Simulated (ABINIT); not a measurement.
The system is Ba2Ca.

```
Ba Ca
1.0
     0.00000    3.81062    3.81062
     3.81062    0.00000    3.81062
     3.81062    3.81062    0.00000
Ba Ca
2 1
Cartesian
  1.9053 1.9053 1.9053
  0.0000 0.0000 0.0000
  3.8106 3.8106 3.8106
```

The cell was built by a generator and needn't be a form met in nature.

The cell isn't the ideal one: volume scaled by 0.96.

Base run:

```yaml
Program: ABINIT 10.8.3 (patched build)
Functional: PBE
Potentials_or_basis: SPMS NC PBE v1.0
Cutoff: 490 eV
k_mesh: 6 × 6 × 6, with 4 shifts
Occupations: methfessel-paxton, width 0.2 eV
Spin: no spin polarisation
```

Its results: pressure 6.9 GPa.

The run is repeated on the same cell with these changes: k mesh from 6 × 6 × 6, with 4 shifts to 4 × 4 × 4; occupations from methfessel-paxton, width 0.2 eV to fermi-dirac, width 0.05 eV. What comes out?

Pressure 7.4 GPa.
